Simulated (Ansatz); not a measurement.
# C2H2BNa: the cost of one run

The runs use Ansatz 0.2.0, Gaussian basis; PBE0-D4/def2-SVP.

### 1 Starting geometry

SMILES `BC#[C][Na]`, 6 atoms, charge 0, spin multiplicity 1.

Atoms are counted from 1 here; the program's logs count them from 0.

Bond lengths: B1–C2 1.491 Å, B1–H5 1.177 Å, B1–H6 1.177 Å, C2–C3 1.224 Å, C3–Na4 2.171 Å. Angles: C2–B1–H5 120.5°, C2–B1–H6 120.3°, H5–B1–H6 119.2°, B1–C2–C3 179.3°, C2–C3–Na4 179.2°.

Geometry (Å):

```
B     0.1035    1.3006    0.1774
C    -0.0181   -0.1712   -0.0279
C    -0.1041   -1.3808   -0.1922
Na   -0.2869   -3.5257   -0.4773
H     0.1074    2.0334   -0.7441
H     0.1982    1.7437    1.2642
```

### 2 Dynamics

Input file md/in.yaml:

```yaml
crystal:
  periodic: [false, false, false]
  atoms:
    - {symbol: B, position_ang: [0.103480, 1.300600, 0.177360]}
    - {symbol: C, position_ang: [-0.018100, -0.171190, -0.027910]}
    - {symbol: C, position_ang: [-0.104080, -1.380850, -0.192160]}
    - {symbol: Na, position_ang: [-0.286910, -3.525670, -0.477310]}
    - {symbol: H, position_ang: [0.107420, 2.033420, -0.744140]}
    - {symbol: H, position_ang: [0.198200, 1.743690, 1.264160]}
basis:
  gaussian: {orbitals: def2-SVP}
hamiltonian: {xc: pbe0, dispersion: d4}
md: {n_steps: 40, timestep: 0.25, temperature: 300, ensemble: nve, seed: 215, initial_velocities: maxwell_boltzmann}
```

The run is started by

```sh
$ ansatz run in.yaml --threads 2 --pin off --events-out ev --progress --plain --max-ram 3481MiB
```

**Question.** How long does this run take on 2 threads of Arm Neoverse V1, shared host, and how much memory does it need?

About 44 s, with a peak of 0.12 GiB.
